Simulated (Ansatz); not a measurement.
# AlCu5: the cost of one run

Computed with Ansatz 0.2.0 (DFT PBE, scalar-relativistic, plane waves, PAW, unless a step's input says otherwise).

1 further run of the same task is left out (for a known fault of the program). Runs told in other sessions of the task aren't counted.

### 1 The starting structure

The structure is hexagonal, space group P-62m (No. 189). Conventional cell: a = 4.894 Å, b = 4.894 Å, c = 4.422 Å, α = 90.00°, β = 90.00°, γ = 120.00°. Al (site symmetry -62m) is surrounded by 12 Cu at 2.77 to 2.83 Å. Cu (site symmetry m2m) is surrounded by 10 Cu at 2.74 to 2.88 Å and 2 Al at 2.77 Å. Around Cu (site symmetry -6) lie 9 Cu at 2.74 to 2.83 Å and 3 Al at 2.83 Å.

Coordinates:

```cif
data_structure
_symmetry_space_group_name_H-M 'P-62m'
_symmetry_Int_Tables_number 189
_cell_length_a 4.8942
_cell_length_b 4.8942
_cell_length_c 4.4217
_cell_angle_alpha 90.000
_cell_angle_beta 90.000
_cell_angle_gamma 120.000
_cell_volume 91.72
loop_
_atom_site_label
_atom_site_type_symbol
_atom_site_symmetry_multiplicity
_atom_site_Wyckoff_symbol
_atom_site_fract_x
_atom_site_fract_y
_atom_site_fract_z
_atom_site_occupancy
Al1 Al 1 b 0.00000 0.00000 0.50000 1
Cu1 Cu 3 f 0.66053 0.00000 0.00000 1
Cu2 Cu 2 d 0.33333 0.66667 0.50000 1
```

Recipe of the guess: species swapped into a database cell of Hf5Sc (P-62m, No. 189), with Cu on the Hf sites and Al on the Sc sites. Lengths come from tabulated atomic sizes and are only a guess.

### 2 A first look at the guess

Contents of input.yaml:

```yaml
crystal:
  lattice:
    - [4.89421061, 0.0, 0.0]
    - [-2.4471053, 4.23851072, 0.0]
    - [0.0, 0.0, 4.42166336]
  atoms:
    - { symbol: Al, position: [0.0, 0.0, 0.5] }
    - { symbol: Cu, position: [0.66053301, 0.0, 0.0] }
    - { symbol: Cu, position: [0.0, 0.66053301, 0.0] }
    - { symbol: Cu, position: [0.33946699, 0.33946699, 0.0] }
    - { symbol: Cu, position: [0.33333333, 0.66666667, 0.5] }
    - { symbol: Cu, position: [0.66666667, 0.33333333, 0.5] }
basis:
  ecutwfc: 420
kpoints:
  mp_grid: { grid: [6, 6, 4] }
hamiltonian:
  xc: pbe
scf:
  occupations: { method: gaussian, width: 0.1 }
  lower_state_search: "off"
output:
  forces: true
  stress: true
  eigenvalues: true
```

Command:

```sh
$ ansatz run input.yaml --threads 1 --pin off --max-ram 2560MiB --backend cpu --events-out ev --progress --plain --runs-dir out
```

**Question.** How long does this run take on 1 thread of Intel Xeon at 2.50GHz (Skylake/Cascade Lake), shared host, and how much memory does it need?

About 18 s, with a peak of 0.39 GiB.
